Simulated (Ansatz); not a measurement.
Task: a single point in a Gaussian basis of BH4NOTe, SMILES NB(O)[TeH], with the Ansatz DFT code, driven from Python. Give the script and its output. Use: Hartree-Fock, def2-TZVP basis, multiplicity 1.

```xyz
8

N    -0.1740    1.3113    0.0016
B     0.3165   -0.0658    0.0433
O     1.7046   -0.3100   -0.2160
Te   -0.9632   -1.7458    0.4752
H    -0.9795    1.3579   -0.7453
H    -0.6706    1.5627    0.9125
H     2.1860   -0.2550    0.6962
H    -1.3277   -1.9124   -1.2233
```

The script, `energy_bh4note.py`:
```python
'''Electronic structure of the BH4NOTe molecule.'''

import json

import ansatz

GEOMETRY = '''
N    -0.17400    1.31130    0.00160
B     0.31650   -0.06580    0.04330
O     1.70460   -0.31000   -0.21600
Te   -0.96320   -1.74580    0.47520
H    -0.97950    1.35790   -0.74530
H    -0.67060    1.56270    0.91250
H     2.18600   -0.25500    0.69620
H    -1.32770   -1.91240   -1.22330
'''


def main() -> None:
    bh4note = ansatz.Crystal.molecule()
    for line in GEOMETRY.strip().splitlines():
        symbol, *xyz = line.split()
        bh4note = bh4note.atom(symbol, [float(v) for v in xyz])

    calc = (
        bh4note.calculation()
        .basis(gaussian='def2-TZVP')
        .functional('hf')
    )
    outcome = calc.run()
    summary = outcome.report

    print('reference energy %16.6f eV' % summary['reference_energy_ev'])
    print('total energy     %16.6f eV' % summary['free_energy_ev'])
    print('occupied orbitals outside the frozen core (up, down):', summary['n_occupied'], ' frozen:', summary['n_frozen'], ' virtual:', summary['n_virtual'])
    with open('bh4note.json', 'w') as handle:
        json.dump({k: summary[k] for k in ('free_energy_ev', 'reference_energy_ev', 'n_occupied', 'n_virtual')}, handle, indent=1)


if __name__ == '__main__':
    main()
```

```console
$ python energy_bh4note.py
reference energy    -11521.827881 eV
total energy        -11521.827881 eV
occupied orbitals outside the frozen core (up, down): [24, 24]  frozen: 0  virtual: [143, 143]
```

`bh4note.json`, as written:
```json
{
 "free_energy_ev": -11521.827881151681,
 "reference_energy_ev": -11521.827881151681,
 "n_occupied": [
  24,
  24
 ],
 "n_virtual": [
  143,
  143
 ]
}
```

Caveats:
- Total energies depend on the basis set; only differences at equal settings carry meaning.
- The geometry is a force-field or estimated start, not a minimum of this method, and the basis set is short of its limit.
- def2 sets replace the cores of elements past krypton by effective core potentials.
- Hardware and time: 3.9 s on 1 thread of Arm Neoverse V1, on a shared host, peak memory 0.39 GiB.
